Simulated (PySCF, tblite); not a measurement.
# C3H10ClGe2N: geometry, infrared bands and NMR shifts

What infrared bands and NMR shifts should C3H10ClGe2N (`[Cl][GeH2][GeH2][NH]C1CC1`) show?

Computed with tblite 0.8.0 and PySCF 2.14.0, with density-fitted response routines of our own, on a single molecule in the gas phase. Atoms count from 0, in the outputs and in this text.

**1. The starting structure**

17 atoms, charge 0, multiplicity 1; geometry from: force field or distance geometry start.

Bonds of the start (Å): Cl0–Ge1 2.15, Ge1–Ge2 2.38, Ge2–N3 1.88, N3–C4 1.44, C4–C5 1.51, C5–C6 1.53, C6–C4 1.49, Ge1–H7 1.56, Ge1–H8 1.56, Ge2–H9 1.54, Ge2–H10 1.56, N3–H11 1.04, C4–H12 1.13, C5–H13 1.11, C5–H14 1.10, C6–H15 1.13, C6–H16 1.10.

**2. Optimising the geometry with GFN2-xTB**

Job settings and geometry (Å):

```
{"job": {"kind": "relax", "xc": "GFN2-xTB", "basis": "xTB"}, "charge": 0, "multiplicity": 1}
Cl     2.798700     2.326800     0.012100
Ge     2.703400     0.203600     0.304500
Ge     1.010600    -0.758900    -1.056400
N     -0.464400     0.394200    -1.259900
C     -0.961000     0.683300     0.061700
C     -1.418400    -0.526200     0.837300
C     -2.400300     0.576200     0.424400
H      4.055000    -0.389400    -0.186600
H      2.564900    -0.182100     1.809600
H      0.630600    -2.127000    -0.457100
H      1.626700    -0.957100    -2.478500
H     -1.127600    -0.111100    -1.875700
H     -0.360000     1.469400     0.599500
H     -1.044900    -0.522200     1.884400
H     -1.656100    -1.467100     0.328200
H     -2.785700     1.130100     1.336800
H     -3.178500     0.269600    -0.293900
```

Command:

```
OMP_NUM_THREADS=1 python probes_run.py task.json out
```

One launch serves the whole session: the jobs run in the order shown.

Log:

```text
step      E/eV     max force
  0    -621.98823    1.760
  1    -622.15851    0.930
  2    -622.29578    0.938
  3    -622.34425    0.693
  4    -622.39893    0.566
  5    -622.44005    0.476
  6    -622.47140    0.480
  7    -622.49362    0.387
  8    -622.51406    0.366
  9    -622.52965    0.378
 10    -622.54097    0.262
 11    -622.54987    0.221
 12    -622.56058    0.317
 13    -622.57342    0.332
 14    -622.58402    0.217
 15    -622.59108    0.197
 16    -622.59757    0.188
 17    -622.60492    0.266
 18    -622.61299    0.277
 19    -622.62084    0.176
 20    -622.62722    0.191
 21    -622.63197    0.147
 22    -622.63595    0.152
 23    -622.63952    0.129
 24    -622.64280    0.162
 25    -622.64571    0.139
 26    -622.64800    0.104
 27    -622.64981    0.107
 28    -622.65139    0.112
 29    -622.65302    0.108
 30    -622.65488    0.098
 31    -622.65667    0.090
 32    -622.65795    0.064
 33    -622.65876    0.063
 34    -622.65939    0.063
 35    -622.65997    0.066
 36    -622.66056    0.071
 37    -622.66121    0.067
 38    -622.66195    0.080
 39    -622.66280    0.080
 40    -622.66372    0.067
 41    -622.66464    0.077
 42    -622.66555    0.082
 43    -622.66643    0.062
 44    -622.66721    0.071
 45    -622.66796    0.070
 46    -622.66885    0.101
 47    -622.66991    0.104
 48    -622.67087    0.064
 49    -622.67149    0.056
 50    -622.67191    0.048
 51    -622.67238    0.061
 52    -622.67307    0.075
 53    -622.67400    0.081
 54    -622.67503    0.097
 55    -622.67596    0.089
 56    -622.67668    0.057
 57    -622.67719    0.055
 58    -622.67763    0.055
 59    -622.67808    0.068
 60    -622.67867    0.083
 61    -622.67942    0.076
 62    -622.68008    0.048
 63    -622.68052    0.042
 64    -622.68088    0.049
 65    -622.68132    0.066
 66    -622.68192    0.070
 67    -622.68256    0.062
 68    -622.68310    0.063
 69    -622.68352    0.053
 70    -622.68395    0.044
 71    -622.68445    0.048
 72    -622.68497    0.045
 73    -622.68535    0.057
 74    -622.68566    0.053
 75    -622.68600    0.050
 76    -622.68649    0.044
 77    -622.68695    0.040
 78    -622.68714    0.027
 79    -622.68722    0.016
 80    -622.68727    0.016
 81    -622.68734    0.023
 82    -622.68746    0.030
 83    -622.68764    0.030
 84    -622.68783    0.031
 85    -622.68795    0.021
 86    -622.68802    0.021
 87    -622.68808    0.025
 88    -622.68819    0.034
 89    -622.68834    0.045
 90    -622.68852    0.039
 91    -622.68864    0.024
 92    -622.68872    0.020
 93    -622.68877    0.021
 94    -622.68883    0.026
 95    -622.68891    0.023
 96    -622.68901    0.029
 97    -622.68913    0.029
 98    -622.68930    0.033
 99    -622.68949    0.040
100    -622.68966    0.029
101    -622.68979    0.024
102    -622.68988    0.021
103    -622.68995    0.019
104    -622.69003    0.019
105    -622.69011    0.026
106    -622.69019    0.026
107    -622.69027    0.018
108    -622.69032    0.016
109    -622.69035    0.010
110    -622.69037    0.008
```

It took 3 s on 1 thread of Intel Xeon at 2.50GHz, shared host.

Relaxation path: (not every step is listed)

| step | energy from step 0 (eV) | largest force (eV/Å) |
| --- | --- | --- |
| 0 | 0.0000 | 1.7605 |
| 1 | -0.1703 | 0.9300 |
| 2 | -0.3075 | 0.9381 |
| 3 | -0.3560 | 0.6931 |
| 4 | -0.4107 | 0.5662 |
| 5 | -0.4518 | 0.4757 |
| 6 | -0.4832 | 0.4798 |
| 7 | -0.5054 | 0.3866 |
| 8 | -0.5258 | 0.3657 |
| 17 | -0.6167 | 0.2662 |
| 26 | -0.6598 | 0.1037 |
| 35 | -0.6717 | 0.0658 |
| 44 | -0.6790 | 0.0707 |
| 53 | -0.6858 | 0.0805 |
| 62 | -0.6918 | 0.0482 |
| 71 | -0.6962 | 0.0476 |
| 80 | -0.6990 | 0.0155 |
| 89 | -0.7001 | 0.0455 |
| 98 | -0.7011 | 0.0335 |
| 105 | -0.7019 | 0.0262 |
| 106 | -0.7020 | 0.0260 |
| 107 | -0.7020 | 0.0184 |
| 108 | -0.7021 | 0.0161 |
| 109 | -0.7021 | 0.0102 |
| 110 | -0.7021 | 0.0081 |

Close pairs (by a distance rule), those that changed most:

| bond | before (Å) | after (Å) | change (Å) |
| --- | --- | --- | --- |
| Ge2–N3 | 1.883 | 1.821 | -0.062 |
| C6–H15 | 1.135 | 1.079 | -0.056 |
| Ge2–H10 | 1.562 | 1.511 | -0.051 |
| Cl0–Ge1 | 2.145 | 2.102 | -0.044 |
| C4–H12 | 1.126 | 1.087 | -0.039 |
| Ge1–H7 | 1.556 | 1.522 | -0.033 |
| Ge1–H8 | 1.560 | 1.527 | -0.033 |
| C5–H13 | 1.112 | 1.079 | -0.033 |

The next job starts from the end point, and lists it.

**3. Vibrational analysis with GFN2-xTB**

Job settings and geometry (Å):

```
{"job": {"kind": "ir", "xc": "GFN2-xTB", "basis": "xTB"}, "charge": 0, "multiplicity": 1}
Cl     2.800782     2.360436    -0.029324
Ge     2.712029     0.273386     0.202197
Ge     1.196958    -0.792410    -1.325495
N     -0.451521    -0.057288    -1.082204
C     -0.892884     0.372102     0.211276
C     -1.734508    -0.500443     1.098514
C     -2.327170     0.716406     0.440911
H      4.150396    -0.211105     0.088172
H      2.368043     0.033506     1.670299
H      1.228079    -2.309981    -1.142552
H      1.469269    -0.577042    -2.796423
H     -1.211694    -0.476009    -1.602411
H     -0.142714     0.994784     0.691364
H     -1.562786    -0.479475     2.163757
H     -2.026305    -1.469752     0.720101
H     -2.563437     1.570990     1.055545
H     -3.019536     0.563926    -0.373636
```

Log:

```text
mode    cm-1     km/mol
  1      16.6      0.39
  2      31.0      0.32
  3      57.6      0.15
  4      69.6      0.12
  5     101.5      3.34
  6     194.4      8.90
  7     242.1      3.23
  8     315.4     27.34
  9     334.3     29.80
 10     372.2     20.01
 11     380.1     52.25
 12     402.9      4.95
 13     480.6     88.23
 14     582.1     46.55
 15     599.1    215.35
 16     620.5    496.69
 17     655.8    223.28
 18     701.0    155.57
 19     795.4      3.11
 20     818.0    318.10
 21     844.9     11.43
 22     864.7    164.48
 23     888.2     10.80
 24     965.8     17.94
 25    1009.8      2.61
 26    1056.6      2.32
 27    1073.6      7.41
 28    1084.5      1.48
 29    1148.0     42.70
 30    1150.4     22.58
 31    1234.6      1.26
 32    1265.2      1.92
 33    1392.4     66.66
 34    1433.7      0.45
 35    1483.2     26.94
 36    1759.1    397.25
 37    1770.1    386.58
 38    1843.4    532.17
 39    1913.8    529.70
 40    2987.4     54.06
 41    3075.9     20.58
 42    3086.0     11.63
 43    3091.8     18.11
 44    3108.2     49.94
 45    3386.4      3.35
```

It took 2.3 s on 1 thread of Intel Xeon at 2.50GHz, shared host.

Which atoms move in the most intense modes:

| cm⁻¹ | km/mol | atoms |
| --- | --- | --- |
| 599 | 215.3 | H8 52 %, H9 17 %, H7 15 % |
| 620 | 496.7 | H7 58 %, H10 20 %, H9 15 % |
| 656 | 223.3 | N3 30 %, H11 21 %, H8 19 % |
| 818 | 318.1 | H10 30 %, H9 24 %, H8 20 %, H7 19 % |
| 1759 | 397.2 | H9 47 %, H8 36 %, H7 13 % |
| 1770 | 386.6 | H9 49 %, H8 36 %, H7 13 % |
| 1843 | 532.2 | H7 72 %, H8 26 % |
| 1914 | 529.7 | H10 95 % |

**4. Shielding tensors: PBE0/pcSseg-1**

Same as in step 3 but for these lines:

```diff
@@ -1,2 +1,2 @@
-{"job": {"kind": "ir", "xc": "GFN2-xTB", "basis": "xTB"}, "charge": 0, "multiplicity": 1}
+{"job": {"kind": "nmr", "xc": "PBE0", "basis": "pcSseg-1"}, "charge": 0, "multiplicity": 1}
 Cl     2.800782     2.360436    -0.029324
```

Level: GIAO PBE0/pcSseg-1 NMR shielding, non-relativistic, gas phase.

Log:

```text
coarse grid: 66528 points
cycle   1  E = -4787.8077921443  dE = -4.911e-01  |g| = 1.269e+00  |ddm| = 3.917e+00
cycle   2  E = -4787.7182216655  dE =  8.957e-02  |g| = 1.372e+00  |ddm| = 1.507e+00
cycle   3  E = -4787.9332777368  dE = -2.151e-01  |g| = 1.790e-01  |ddm| = 1.040e+00
cycle   4  E = -4787.9390088171  dE = -5.731e-03  |g| = 7.987e-02  |ddm| = 2.131e-01
cycle   5  E = -4787.9402591924  dE = -1.250e-03  |g| = 1.293e-02  |ddm| = 7.604e-02
cycle   6  E = -4787.9402992498  dE = -4.006e-05  |g| = 2.712e-03  |ddm| = 1.625e-02
cycle   7  E = -4787.9403010070  dE = -1.757e-06  |g| = 6.945e-04  |ddm| = 3.278e-03
final grid: 136160 points
cycle   8  E = -4787.9403131269  dE = -2.415e-08  |g| = 8.346e-04  |ddm| = 2.211e-03
cycle   9  E = -4787.9403130615  dE =  6.542e-08  |g| = 1.081e-03  |ddm| = 1.520e-03
cycle  10  E = -4787.9403132478  dE = -1.863e-07  |g| = 7.652e-05  |ddm| = 8.176e-04
cycle  11  E = -4787.9403132490  dE = -1.193e-09  |g| = 2.161e-05  |ddm| = 9.137e-05
cycle  12  E = -4787.9403132490  dE = -8.731e-11  |g| = 2.900e-06  |ddm| = 2.027e-05
converged SCF energy = -4787.9403132490

GIAO shielding tensors (ppm)
atom      isotropic    diamagn.    paramagn.     s11        s22        s33       span
  0 Cl    1076.428    1148.481     -72.053   1000.417   1111.864   1117.001    116.584
  1 Ge    1427.347    2755.375   -1328.028   1251.303   1365.355   1665.384    414.081
  2 Ge    1454.680    2754.598   -1299.918   1348.470   1378.875   1636.695    288.225
  3 N      236.282     323.948     -87.666    180.648    228.824    299.373    118.724
  4 C      151.086     242.157     -91.071    115.614    131.648    205.996     90.383
  5 C      176.453     254.018     -77.566    139.996    174.041    215.321     75.325
  6 C      177.354     255.841     -78.487    145.363    174.606    212.093     66.729
  7 H       26.309      27.210      -0.901     18.559     21.933     38.435     19.876
  8 H       25.977      28.643      -2.666     19.828     21.433     36.671     16.843
  9 H       26.467      28.839      -2.372     19.072     21.713     38.616     19.544
 10 H       26.839      28.310      -1.471     20.132     21.692     38.694     18.562
 11 H       32.669      34.186      -1.517     21.625     32.949     43.432     21.807
 12 H       29.432      31.893      -2.462     20.858     31.069     36.368     15.511
 13 H       31.247      31.558      -0.310     25.772     26.961     41.009     15.237
 14 H       31.782      32.245      -0.463     27.363     28.889     39.094     11.731
 15 H       30.958      30.796       0.162     24.898     26.921     41.056     16.158
 16 H       31.492      31.801      -0.309     26.038     29.028     39.411     13.373
```

It took 2.2 min on 1 thread of Intel Xeon at 2.50GHz, shared host; peak memory 0.98 GiB.

Shifts follow as δ = σ(reference) − σ, with reference shieldings (ppm) from runs at the same level and on the same kind of geometry: 1H TMS 31.72, 13C TMS 186.9, 15N NH3 267.7, 73Ge GeMe4 1331, 35Cl HCl 950. The references are single molecules in the gas phase, so shifts against H2O, NH3, PH3, H3PO4 or CFCl3 are not on the usual liquid scales and can be off by tens of ppm. Atoms listed in one row are averaged.

| atoms | environment | σ (ppm) | δ (ppm) |
| --- | --- | --- | --- |
| C4 | three-membered-ring carbon | 151.1 | 35.8 |
| C5, C6 | three-membered-ring carbon | 176.9 | 10.0 |
| H7, H8 | hydrogen on a germanium bonded to Cl, Ge | 26.14 | 5.57 |
| H9, H10 | hydrogen on a germanium bonded to Ge, N | 26.65 | 5.06 |
| H12 | hydrogen on a three-membered-ring carbon | 29.43 | 2.29 |
| H13, H15 | hydrogen on a three-membered-ring carbon | 31.10 | 0.61 |
| H14, H16 | hydrogen on a three-membered-ring carbon | 31.64 | 0.08 |
| H11 | hydrogen on a nitrogen bonded to C, Ge | 32.67 | -0.95 |
| Cl0 | chlorine bonded to Ge | 1076 | -127 |
| Ge1 | germanium bonded to Cl, Ge, 2 H | 1427 | -96 |
| Ge2 | germanium bonded to Ge, N, 2 H | 1455 | -124 |
| N3 | nitrogen bonded to C, Ge, H | 236.3 | 31.4 |

Charges from the same density, by scheme (e):

| atoms | Mulliken | IAO | Hirshfeld | ESP fit |
| --- | --- | --- | --- | --- |
| Cl0 | -0.32 | -0.31 | -0.15 | -0.16 |
| Ge1 | 0.18 | 0.42 | 0.26 | 0.09 |
| Ge2 | 0.42 | 0.51 | 0.29 | 0.41 |
| N3 | -0.67 | -0.62 | -0.25 | -0.84 |
| C4 | -0.07 | -0.02 | 0.00 | 0.23 |
| C5, C6 | -0.20 | -0.31 | -0.10 | -0.33 |

Mayer bond orders: Cl0–Ge1 0.94, Ge1–Ge2 0.91, Ge2–N3 0.91, N3–C4 0.98, C4–C5 0.94, C5–C6 0.96, C6–C4 0.97.

Ring of atoms C4, C5, C6: NICS(0) -40.8, NICS(1) -8.3, NICS(1)zz -19.9 ppm (means of both faces).

The two faces differ (NICS(1)zz -17.3 and -22.5 ppm).

In rings of three or four atoms NICS is ruled by the nearby σ bonds, so it says little on aromaticity.

**5. What came out**

| quantity | value |
| --- | --- |
| strongest single infrared mode (GFN2-xTB) | 1843 cm⁻¹, 532 km/mol |
| zero-point energy (GFN2-xTB) | 72.5 kcal/mol |
| 13C shifts against TMS (PBE0/pcSseg-1, means over atoms taken as alike) | 35.8, 10.0 ppm |
| 1H shifts against TMS (PBE0/pcSseg-1, means over atoms taken as alike) | 5.57, 5.06, 2.29, 0.61, 0.08, -0.95 ppm |
| 35Cl shifts against HCl (PBE0/pcSseg-1) | -127 ppm |
| 73Ge shifts against GeMe4 (PBE0/pcSseg-1) | -96, -124 ppm |
| 15N shifts against NH3 (PBE0/pcSseg-1) | 31.4 ppm |

Relaxing lowered the energy by 0.702 eV in 110 steps; the close pair that moved most is Ge2–N3, from 1.883 to 1.821 Å. All 45 modes are real, so the xTB geometry is a minimum. The strongest single mode, at 1843 cm⁻¹, moves mainly H7. GFN2-xTB is a fitted tight-binding method: band positions and strengths are rough. Its intensities can rank the bands wrongly. At PBE0/pcSseg-1: Shielding is most anisotropic at Ge1 (span 414 ppm, paramagnetic term -1328 ppm). Spin-orbit coupling is left out, which matters for shieldings and couplings at and beside the heavy atoms.
